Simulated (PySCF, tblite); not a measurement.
# C5H8Si+ (doublet): geometry, infrared bands and EPR parameters

Wanted: the infrared bands and EPR parameters of C5H8Si+ (doublet) (`C[Si@@H]1C=C[CH][CH+]1`), by calculation.

Computed with tblite 0.8.0 and PySCF 2.14.0, with density-fitted response routines of our own, on a single molecule in the gas phase. Atoms count from 0, in the outputs and in this text.

## Step 1: The starting structure

14 atoms, charge 1, multiplicity 2; geometry from: force field or distance geometry start.

Bonds of the start (Å): C0–Si1 1.85, Si1–C2 1.86, C2–C3 1.32, C3–C4 1.45, C4–C5 1.48, C5–Si1 1.89, C0–H6 1.10, C0–H7 1.12, C0–H8 1.11, Si1–H9 1.44, C2–H10 1.08, C3–H11 1.12, C4–H12 1.11, C5–H13 1.09.

## Step 2: Optimising the geometry with GFN2-xTB

The job: settings as JSON, then the geometry in Å.

```
{"job": {"kind": "relax", "xc": "GFN2-xTB", "basis": "xTB"}, "charge": 1, "multiplicity": 2}
C      2.151000     0.052500     0.693700
Si     0.566600    -0.167300    -0.237600
C     -0.607600     1.259700    -0.017100
C     -1.790200     0.792100     0.349500
C     -1.915700    -0.641500     0.530100
C     -0.622300    -1.344800     0.635800
H      2.897100     0.615200     0.116200
H      2.598400    -0.965300     0.843800
H      1.989000     0.546500     1.676000
H      0.729300    -0.493900    -1.626600
H     -0.365700     2.299800    -0.189800
H     -2.639700     1.490300     0.537900
H     -2.630900    -1.150000    -0.146700
H     -0.359900    -2.293800     1.092600
```

Launch:

```bash
$ OMP_NUM_THREADS=1 python probes_run.py task.json out
```

The driver reads the jobs from task.json and runs them one after another.

**Question.** This job is followed by: GFN2-xTB harmonic vibrations, gas phase; UKS B3LYP, pcH-1 on C H Si, non-relativistic, mean-field spin-orbit, GIAO. Predict these results of the whole session: strongest single infrared mode (GFN2-xTB); zero-point energy (GFN2-xTB); g(iso) (B3LYP); ⟨S²⟩; largest a(iso) (averaged by class).

As calculated:

| quantity | value |
| --- | --- |
| strongest single infrared mode (GFN2-xTB) | 2315 cm⁻¹, 117 km/mol |
| zero-point energy (GFN2-xTB) | 65.7 kcal/mol |
| g(iso) (B3LYP) | 2.00284 |
| ⟨S²⟩ | 0.763 (exact 0.75) |
| largest a(iso) (averaged by class) | 13C on C2, C5, 38.2 MHz |

In words: Relaxing lowered the energy by 1.262 eV in 96 steps; the close pair that moved most is C4–C5, from 1.476 to 1.350 Å. No mode is imaginary among the 36: a minimum at this level. The strongest single mode, at 2315 cm⁻¹, moves mainly H9. GFN2-xTB is a fitted tight-binding method: band positions and strengths are rough. Its intensities can rank the bands wrongly. The largest spin populations lie on C5 (0.46 e), C2 (0.46 e). The isotropic g lies 0.5 ppt above the free-electron value. These values are for one conformer; the search (at its own cheap level) found 1 more, at 0.25 kcal/mol, and measured spectra average over such forms.
